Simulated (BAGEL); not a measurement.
# One shape, several levels: CH3ClOSi (SMILES CO[Si]Cl)

We compute a comparison of 3 runs (B3LYP/6-31G*, B3LYP/cc-pVDZ, PBE0/cc-pVDZ) of CH3ClOSi. 

Program for the calculation: BAGEL 1.2.2.

4 further runs of the same task are left out: 3 that didn't finish, 1 set aside as unsound or not needed. Runs told in other sessions of the task aren't counted.

## 1. Starting point

CH3ClOSi: 7 atoms, total charge 0, spin state singlet. As SMILES, `CO[Si]Cl`. The coordinates come from a PBE0-D4/def2-TZVP relaxation. This is one conformer, not always the lowest.

Bond lengths: C1–O2 1.413 Å, O2–Si3 1.624 Å, Si3–Cl4 2.116 Å, C1–H5 1.092 Å, C1–H6 1.091 Å, C1–H7 1.091 Å. Angles: C1–O2–Si3 136.9°, O2–Si3–Cl4 103.0°, O2–C1–H5 111.2°, O2–C1–H6 108.8°, O2–C1–H7 108.8°, H5–C1–H6 109.6°, H5–C1–H7 109.6°, H6–C1–H7 108.9°.

## 2. A single-point energy at B3LYP/6-31G(d) (density fitting with qzvpp-jkfit, spherical functions) (run 1)

calc.json

```json
{ "bagel" : [

{
  "title" : "molecule",
  "basis" : "6-31gs.json",
  "df_basis" : "qzvpp-jkfit",
  "angstrom" : true,
  "geometry" : [
    { "atom" : "C", "xyz" : [       0.358500,       0.753000,       0.161900 ] },
    { "atom" : "O", "xyz" : [       0.325300,      -0.536800,       0.737700 ] },
    { "atom" : "Si", "xyz" : [      -0.350800,      -1.972000,       0.392500 ] },
    { "atom" : "Cl", "xyz" : [      -1.396200,      -1.586200,      -1.406400 ] },
    { "atom" : "H", "xyz" : [      -0.214900,       0.786500,      -0.766400 ] },
    { "atom" : "H", "xyz" : [      -0.058000,       1.466900,       0.874700 ] },
    { "atom" : "H", "xyz" : [       1.397200,       1.020600,      -0.039700 ] }
  ]
},

{ "title" : "ks", "xc_func" : "b3lyp" },

{ "title" : "print", "file" : "orbitals.molden", "orbitals" : true }

]}
```

The basis set 6-31G* is read from a file made from the Basis Set Exchange's data (not shown).

Run with:

```console
BAGEL_NUM_THREADS=1 BAGEL calc.json > calc.out
```

The program printed:

```text
* using 1 threads per process

  ===============================================================
  ===============================================================

  *** Geometry ***

[... 20 lines left out ...]
    * Removing 12460 points whose weight is below 1.00e-10
[... 2 lines left out ...]
  === Nuclear Repulsion ===
   200.7169850308

       - DIIS with orbital gradients will be used.

  === KS iteration (b3lyp / 6-31gs.json) ===
      0       -830.52550622          0.12145180           0.22
      1       -794.26349390          0.18608295           0.21
      2       -823.74654565          0.15058799           0.20
[... 14 lines of this table left out ...]
     17       -864.87190057          0.00000001           0.20
    * SCF iteration converged.

    * Permanent dipole moment:
           (   -0.393229,    -0.673077,    -0.279416) a.u.

    * METHOD: KS                                   3.97

    * METHOD: PRINT                                0.01

  ===============================================================
```

Wall time 4.5 s (1 thread of Arm Neoverse V2, shared host); peak memory 0.34 GiB.

## 3. A single-point energy at B3LYP/cc-pVDZ (density fitting with qzvpp-jkfit) (run 2)

input.json

```json
{ "bagel" : [

{
  "title" : "molecule",
  "basis" : "cc-pvdz.json",
  "df_basis" : "qzvpp-jkfit",
  "angstrom" : "true",
  "geometry" : [
    { "atom" : "C", "xyz" : [       0.358500,       0.753000,       0.161900 ] },
    { "atom" : "O", "xyz" : [       0.325300,      -0.536800,       0.737700 ] },
    { "atom" : "Si", "xyz" : [      -0.350800,      -1.972000,       0.392500 ] },
    { "atom" : "Cl", "xyz" : [      -1.396200,      -1.586200,      -1.406400 ] },
    { "atom" : "H", "xyz" : [      -0.214900,       0.786500,      -0.766400 ] },
    { "atom" : "H", "xyz" : [      -0.058000,       1.466900,       0.874700 ] },
    { "atom" : "H", "xyz" : [       1.397200,       1.020600,      -0.039700 ] }
  ]
},

{ "title" : "ks", "xc_func" : "b3lyp" },

{ "title" : "print", "file" : "orbitals.molden", "orbitals" : "true" }

]}
```

The basis set cc-pVDZ is read from a file made from the Basis Set Exchange's data (not shown).

Run with:

```console
BAGEL_NUM_THREADS=1 BAGEL input.json > input.out
```

The program printed:

```text
* using 1 threads per process

  ===============================================================
  ===============================================================

  *** Geometry ***

[... 20 lines left out ...]
    * Removing 12460 points whose weight is below 1.00e-10
[... 2 lines left out ...]
  === Nuclear Repulsion ===
   200.7169850308

       - DIIS with orbital gradients will be used.

  === KS iteration (b3lyp / cc-pvdz.json) ===
      0       -835.15639769          0.09136731           0.26
      1       -792.04952997          0.16524036           0.23
      2       -829.66639162          0.13124960           0.23
[... 16 lines of this table left out ...]
     19       -864.91720046          0.00000000           0.23
    * SCF iteration converged.

    * Permanent dipole moment:
           (   -0.340121,    -0.622245,    -0.222475) a.u.

    * METHOD: KS                                   5.09

    * METHOD: PRINT                                0.01

  ===============================================================
```

Wall time 5.4 s (1 thread of Arm Neoverse V2, shared host); peak memory 0.37 GiB.

## 4. The energy at PBE0/cc-pVDZ (density fitting with qzvpp-jkfit) (run 3)

input.json: that of step 3 with these lines changed.

```diff
@@ -18,3 +18,3 @@
 
-{ "title" : "ks", "xc_func" : "b3lyp" },
+{ "title" : "ks", "xc_func" : "pbe0" },
```

The basis set cc-pVDZ is read from a file made from the Basis Set Exchange's data (not shown).

Run with:

```console
BAGEL_NUM_THREADS=1 BAGEL input.json > input.out
```

The program printed:

```text
* using 1 threads per process

  ===============================================================
  ===============================================================

  *** Geometry ***

[... 20 lines left out ...]
    * Removing 12460 points whose weight is below 1.00e-10
[... 2 lines left out ...]
  === Nuclear Repulsion ===
   200.7169850308

       - DIIS with orbital gradients will be used.

  === KS iteration (pbe0 / cc-pvdz.json) ===
      0       -834.77363818          0.09107587           0.24
      1       -792.57841691          0.16277023           0.22
      2       -831.52293766          0.12956419           0.22
[... 14 lines of this table left out ...]
     17       -864.48160519          0.00000001           0.23
    * SCF iteration converged.

    * Permanent dipole moment:
           (   -0.345462,    -0.647917,    -0.218215) a.u.

    * METHOD: KS                                   4.42

    * METHOD: PRINT                                0.01

  ===============================================================
```

Run time: 4.8 s. Hardware: 1 thread of Arm Neoverse V2, shared host; peak memory 0.37 GiB.

## 5. Overview of the runs

| run | level | energy (Eh) | dipole moment (D) | HOMO energy (eV) | LUMO energy (eV) | wall time |
| --- | --- | --- | --- | --- | --- | --- |
| 1 | B3LYP/6-31G* (density fitting with qzvpp-jkfit, spherical functions) | -864.871901 | 2.10 | -7.19 | -1.95 | 4.5 s |
| 2 | B3LYP/cc-pVDZ (density fitting with qzvpp-jkfit) | -864.917200 | 1.89 | -7.14 | -1.89 | 5.4 s |
| 3 | PBE0/cc-pVDZ (density fitting with qzvpp-jkfit) | -864.481605 | 1.95 | -7.38 | -1.77 | 4.8 s |

## 6. Results

```
            quantity          value
 run 3: total energy  -864.48161 Eh
run 3: dipole moment         1.95 D
  run 3: HOMO energy       -7.38 eV
  run 3: LUMO energy       -1.77 eV
run 3: HOMO–LUMO gap        5.61 eV
```

**Reading.** The dipole moment (its size) runs from 1.89 D (B3LYP/cc-pVDZ) to 2.10 D (B3LYP/6-31G*). The HOMO–LUMO gap runs from 5.23 eV (B3LYP/6-31G*) to 5.61 eV (PBE0/cc-pVDZ). The two ends differ in method and basis. Totals of different functionals can't be ranked against each other. All runs together took 15 s, the longest 5.4 s.
